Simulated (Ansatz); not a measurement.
Crystal: MoN2.

```
Mo N
1.0
     4.34805    0.00000    0.00000
     0.00000    4.34805    0.00000
     0.00000    0.00000    2.76746
Mo N
2 4
Direct
  0.00000 0.00000 0.00000
  0.50000 0.50000 0.00000
  0.61165 0.88835 0.50000
  0.38835 0.11165 0.50000
  0.11165 0.61165 0.50000
  0.88835 0.38835 0.50000
```

Measurements of this composition are mostly on another form, of space group No. 160.

Base run:

| Item | Value |
| --- | --- |
| Program | Ansatz 0.2.0 |
| Functional | PBEsol |
| Potentials or basis | Ansatz PAW |
| Cutoff | 420 eV (not typed: the program's choice for these potentials) |
| k mesh | 6 × 6 × 10 |
| Occupations | fermi-dirac, width 0.05 eV |
| Spin | no spin polarisation |
| Hubbard terms | Mo d U = 2 eV |

Its results: band gap on the k mesh none (metal or under the smearing width); pressure -13.5 GPa; largest force 0.031 eV/Å.

Problem. The run is repeated on the same cell with these changes: hubbard terms from Mo d U = 2 eV to Mo d U = 4 eV. What comes out?

Solution. Band gap on the k mesh none (metal or under the smearing width); pressure -11.5 GPa; largest force 0.177 eV/Å.

Caveats: U without spin polarisation on a metal has little footing; the PAW data sets come from PBE, with cores solved anew for the run's functional, which leaves a small shift of forces and pressure.
